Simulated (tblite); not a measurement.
# C3H7GeNO: the cost of one run

Programs: tblite 0.8.0 and PySCF 2.14.0, with density-fitted response routines of our own. Each step states its level of theory. These are calculated values for one molecule in the gas phase, unless marked as measured. Atoms are numbered from 0 throughout.

**1. Starting geometry**

13 atoms, charge 0, multiplicity 1; geometry from: force field or distance geometry start.

Bonds of the start (Å): C0–N1 1.47, N1–C2 1.28, C2–C3 1.47, C3–O4 1.24, C3–Ge5 1.92, C0–H6 1.11, C0–H7 1.09, C0–H8 1.12, C2–H9 1.08, Ge5–H10 1.55, Ge5–H11 1.57, Ge5–H12 1.58.

**2. Optimising the geometry with GFN2-xTB**

What the job is given:

```
{"job": {"kind": "relax", "xc": "GFN2-xTB", "basis": "xTB"}, "charge": 0, "multiplicity": 1}
C      2.317200     0.543000     0.305800
N      0.855700     0.375800     0.220900
C      0.406000    -0.634500    -0.432800
C     -1.029200    -0.901500    -0.591600
O     -1.471500    -1.873500    -1.216300
Ge    -2.277700     0.283700     0.261100
H      2.488700     1.574900     0.668100
H      2.712100    -0.238800     0.950000
H      2.705100     0.480000    -0.739000
H      1.089600    -1.319900    -0.919200
H     -3.144100     0.942000    -0.841100
H     -1.513300     1.378300     1.087900
H     -3.143100    -0.609000     1.228300
```

On the command line:

```bash
$ OMP_NUM_THREADS=1 python probes_run.py task.json out
```

This one command runs all jobs of the session in turn.

**Question.** How long does this first job take on 1 thread of Arm Neoverse N1, shared host?

About 1.2 s.
